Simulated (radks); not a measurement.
# Zr²⁺ with its nuclear charge varied continuously

Aim: the energy of 38 electrons in [Kr] 4d2 as the nuclear charge moves through non-integer values, and a test of dE/dZ = E(electron-nucleus)/Z.

Program: radks (a radial shooting solver on a logarithmic mesh, Libxc functionals) version 1. Level of theory: Dirac Kohn-Sham, PBE, spin-unpolarised, spherical densities, finite nucleus; open shells fill j = l - 1/2 first. These are calculated values, not measurements, unless marked.

## (1) What is computed

```
element            : zirconium (Z = 40)
charge             : +2
electrons          : 38
configuration      : [Kr] 4d2
nuclear rms radius : 4.2694 fm
```

In the logs a row gives level, spin channel, occupation and eigenvalue; Etot, Ekin, Encl (electron-nucleus), Eh (Hartree) and Exc are energies, all in hartree; err is the last residual, it the number of iterations.

## (2) Z = 40

Input:

```text
Z 40
configuration [Kr] 4d2
relativity Dirac
functional pbe,pbe
spin unpolarised
j_filling energy
nucleus finite rms 4.2694 fm
c 137.035999084
```

Log:

```text
1s1/2   1   2.0000        -655.29204012
2s1/2   1   2.0000         -91.23854118
2p1/2   1   2.0000         -83.56463990
2p3/2   1   4.0000         -80.40933975
3s1/2   1   2.0000         -15.39867310
3p1/2   1   2.0000         -12.54165634
3p3/2   1   4.0000         -12.03932649
3d3/2   1   4.0000          -7.00301609
3d5/2   1   6.0000          -6.91125407
4s1/2   1   2.0000          -2.53198219
4p1/2   1   2.0000          -1.76625634
4p3/2   1   4.0000          -1.70089470
4d3/2   1   2.0000          -0.63773302
4d5/2   1   0.0000          -0.63203731
Etot -3598.183137288518
Ekin 3718.381176033499
Encl -8663.41597842835
Eh 1460.6131311688048
Exc -113.76146606247306
err 2.5899504264777663e-09
it 14
```

4d3/2 is the highest filled level (-17.354 eV).

Sizes of the orbitals, from the radial functions (bohr):

```tsv
level	occupation	energy (eV)	<r>	outermost maximum (interpolated)	90 % within	nodes
3p3/2	4	-327.61	0.4654	0.405	0.705	1
3d3/2	4	-190.56	0.4504	0.346	0.725	0
3d5/2	6	-188.06	0.4540	0.349	0.730	0
4s1/2	2	-68.899	1.213	1.08	1.77	3
4p1/2	2	-48.062	1.344	1.16	2.00	2
4p3/2	4	-46.284	1.374	1.19	2.04	2
4d3/2	2	-17.354	2.002	1.56	3.16	1
4d5/2	0	-17.199	2.017	1.57	3.19	1
```

Radial density 4πr²ρ:

```tsv
r (bohr)	4πr²ρ (e/bohr)
0.00126	1.070
0.00189	2.219
0.00287	4.547
0.00432	8.839
0.00655	16.39
0.00984	27.51
0.0148	40.57
0.0224	49.85
0.0337	48.52
0.0507	42.59
0.0769	50.22
0.116	61.54
0.175	46.14
0.264	38.39
0.397	45.00
0.601	21.94
0.904	9.534
1.36	7.989
2.06	2.581
3.10	0.3974
4.70	0.03172
```

## (3) Z = 39.5

Input: that of step 2 with these lines changed.

```diff
@@ -1,2 +1,2 @@
-Z 40
+Z 39.5
 configuration [Kr] 4d2
```

Log:

```text
1s1/2   1   2.0000        -637.36738638
2s1/2   1   2.0000         -88.09237526
2p1/2   1   2.0000         -80.55601375
2p3/2   1   4.0000         -77.57161929
3s1/2   1   2.0000         -14.52251419
3p1/2   1   2.0000         -11.73313569
3p3/2   1   4.0000         -11.26232724
3d3/2   1   4.0000          -6.34957974
3d5/2   1   6.0000          -6.26446903
4s1/2   1   2.0000          -2.20370573
4p1/2   1   2.0000          -1.47318916
4p3/2   1   4.0000          -1.41457542
4d3/2   1   2.0000          -0.43102987
4d5/2   1   0.0000          -0.42662277
Etot -3490.7996777040844
Ekin 3604.4201048917002
Encl -8411.445075834685
Eh 1427.8543560637552
Exc -111.6290628248552
err 3.510498873406796e-09
it 14
```

E − E(step 2, Z = 40) = +2922.1 eV. The top filled level is 4d3/2, -11.729 eV.

## (4) Z = 40.5

Input: that of step 3 with these lines changed.

```diff
@@ -1,2 +1,2 @@
-Z 39.5
+Z 40.5
 configuration [Kr] 4d2
```

Log:

```text
1s1/2   1   2.0000        -673.50748857
2s1/2   1   2.0000         -94.46617367
2p1/2   1   2.0000         -86.65392077
2p3/2   1   4.0000         -83.32026761
3s1/2   1   2.0000         -16.31580554
3p1/2   1   2.0000         -13.39071107
3p3/2   1   4.0000         -12.85523008
3d3/2   1   4.0000          -7.69505913
3d5/2   1   6.0000          -7.59626943
4s1/2   1   2.0000          -2.88660417
4p1/2   1   2.0000          -2.08510767
4p3/2   1   4.0000          -2.01243699
4d3/2   1   2.0000          -0.87087776
4d5/2   1   0.0000          -0.86379348
Etot -3707.3849209264285
Ekin 3834.456598753521
Encl -8918.983859469954
Eh 1493.0286540194966
Exc -115.88631422949184
err 3.2298328234580446e-09
it 14
```

Energy against step 2 (Z = 40): -2971.5 eV. 4d3/2 is the highest filled level (-23.698 eV).

## (5) Z = 41

Input: that of step 4 with these lines changed.

```diff
@@ -1,2 +1,2 @@
-Z 40.5
+Z 41
 configuration [Kr] 4d2
```

Log:

```text
1s1/2   1   2.0000        -692.01218980
2s1/2   1   2.0000         -97.77294121
2p1/2   1   2.0000         -89.82153647
2p3/2   1   4.0000         -86.30184941
3s1/2   1   2.0000         -17.27130648
3p1/2   1   2.0000         -14.27770323
3p3/2   1   4.0000         -13.70738084
3d3/2   1   4.0000          -8.42306063
3d5/2   1   6.0000          -8.31685213
4s1/2   1   2.0000          -3.26485774
4p1/2   1   2.0000          -2.42716144
4p3/2   1   4.0000          -2.34661643
4d3/2   1   2.0000          -1.12781075
4d5/2   1   0.0000          -1.11923042
Etot -3818.4052307366874
Ekin 3952.6558824561102
Encl -9178.253311671437
Eh 1525.1983556795858
Exc -118.00615720094714
err 3.6558106825251625e-09
it 14
```

Energy against step 2 (Z = 40): -5992.5 eV. Highest occupied level: 4d3/2 at -30.689 eV.

## (6) All runs together

```tsv
Z	E (hartree)	E(electron-nucleus)/Z (hartree)	highest level	its energy (eV)	<r> (bohr)
39.5	-3490.79968	-212.948	4d3/2	-11.729	2.227
40	-3598.18314	-216.585	4d3/2	-17.354	2.002
40.5	-3707.38492	-220.222	4d3/2	-23.698	1.837
41	-3818.40523	-223.860	4d3/2	-30.689	1.707
```

**Reading.** At Z = 40 the central difference of E is -216.585 hartree, against -216.585 from the Hellmann-Feynman theorem. The top level goes from -11.729 eV at Z = 39.5 to -30.689 eV at Z = 41.
